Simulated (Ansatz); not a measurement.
# SiHClF (SMILES F[SiH]Cl) at UBLYP/STO-3G

What is the electronic atomisation energy of SiHClF at UBLYP/STO-3G? 

The results are computed with Ansatz 0.2.0.

76 further runs of the same task are left out: 16 that didn't finish, 60 set aside as unsound or not needed.

## 1. Starting point

SiHClF has 4 atoms, charge 0, and is taken as a doublet. As SMILES, `F[SiH]Cl`. The shape is that of a GFN2-xTB optimisation.

Bond lengths: F1–Si2 1.620 Å, Si2–Cl3 2.009 Å, Si2–H4 1.445 Å. Angles: F1–Si2–Cl3 105.9°, F1–Si2–H4 102.9°, Cl3–Si2–H4 115.7°.

## 2. A single-point energy at UBLYP/STO-3G

molecule.yaml

```yaml
basis:
  gaussian:
    orbitals: STO-3G
crystal:
  periodic: [false, false, false]
  atoms:
    - symbol: F
      position_ang: [-0.992950, -0.342310, 1.062500]
    - symbol: Si
      position_ang: [-0.204890, -0.223210, -0.347440]
    - symbol: Cl
      position_ang: [1.732630, -0.546640, 0.075470]
    - symbol: H
      position_ang: [-0.534790, 1.112160, -0.790530]
magnetization:
  spin_polarized: true
  initial_magnetization: 1
hamiltonian:
  xc: {name: BLYP}
accuracy: high
```

Run with:

```console
ansatz run molecule.yaml --threads 1 --pin off --max-ram 2610MiB --events-out events.jsonl --progress --plain --runs-dir runs
```

Output:

```text
Warning: RAYON_NUM_THREADS=1 ignored (pool sized by the plan → 1); use --threads N
Functional definition: BLYP
  name "BLYP"
  parameter beta = 0.0042
  parameter a = 0.04918
  parameter b = 0.132
  parameter c = 0.2533
  parameter d = 0.349
  exchange = b88_x(beta = beta)
  correlation = lyp_c(a = a, b = b, c = c, d = d)
435 factors; integrals over basis functions are off by at most 2.6e-8 eV
mean field evaluation 1: about -22861.2304 eV, gradient 1.5e1 eV
mean field evaluation 2: about -22857.7372 eV, gradient 2.8e1 eV
mean field evaluation 4: about -22862.9826 eV, gradient 1.5e0 eV
mean field evaluation 8: about -22862.9798 eV, gradient 2.6e-2 eV
mean field evaluation 16: about -22862.9798 eV, gradient 8.2e-8 eV
mean field -22862.97980326 eV, -840.1990106855 hartree, gradient 8.2e-8 eV, S^2 0.750508; 0 other end points of the search recorded, 0 dependent functions left out
reference -22862.97983656 eV, -840.1990119093 hartree; 21, 20 occupied and 3, 4 virtual orbitals, 435 factors
Total energy: -22862.97983656 eV, -840.1990119093 hartree
```

Run time: 2.1 s. Hardware: 1 thread of Arm Neoverse V1, shared host; peak memory 0.13 GiB.

## 3. The Cl atom, same level

molecule.yaml

```yaml
crystal:
  periodic: [false, false, false]
  atoms:
    - {symbol: Cl, position_ang: [0.000000, 0.000000, 0.000000]}
basis:
  gaussian: {orbitals: STO-3G}
magnetization: {spin_polarized: true, initial_magnetization: 1}
hamiltonian: {xc: {name: BLYP}}
accuracy: high
```

Run the same way, it converges to -455.06886 Eh (log not shown).

## 4. The F atom

molecule.yaml: that of step 3 with these lines changed.

```diff
@@ -3,3 +3,3 @@
   atoms:
-    - {symbol: Cl, position_ang: [0.000000, 0.000000, 0.000000]}
+    - {symbol: F, position_ang: [0.000000, 0.000000, 0.000000]}
 basis:
```

Run the same way, it converges to -98.23564 Eh (log not shown).

## 5. The H atom, same level

input.yaml

```yaml
crystal:
  periodic: [false, false, false]
  atoms:
    - {symbol: H, position_ang: [0.000000, 0.000000, 0.000000]}
basis:
  gaussian:
    orbitals: STO-3G
magnetization:
  spin_polarized: true
  initial_magnetization: 1
hamiltonian:
  xc: {name: BLYP}
accuracy: high
```

Run the same way, it converges to -0.46274 Eh (log not shown).

## 6. The Si atom at the same level

input.yaml

```yaml
crystal:
  periodic: [false, false, false]
  atoms:
    - {symbol: Si, position_ang: [0.000000, 0.000000, 0.000000]}
basis:
  gaussian: {orbitals: STO-3G}
magnetization: {spin_polarized: true, initial_magnetization: 2}
hamiltonian: {xc: {name: BLYP}}
accuracy: high
```

Run the same way, it converges to -285.90455 Eh (log not shown).

## 7. Results

At UBLYP/STO-3G:

```
                     quantity          value
       molecule: total energy  -840.19901 Eh
               molecule: ⟨S²⟩          0.751
        Cl atom: total energy  -455.06886 Eh
                Cl atom: ⟨S²⟩          0.750
         F atom: total energy   -98.23564 Eh
                 F atom: ⟨S²⟩          0.750
         H atom: total energy    -0.46274 Eh
                 H atom: ⟨S²⟩          0.750
        Si atom: total energy  -285.90455 Eh
                Si atom: ⟨S²⟩          2.000
electronic atomisation energy      14.346 eV
```

Taking the molecule apart into free atoms costs 14.35 eV (331 kcal/mol), before zero-point energy and without spin-orbit coupling. In a minimal basis such a difference can be off by several eV, whatever the method.
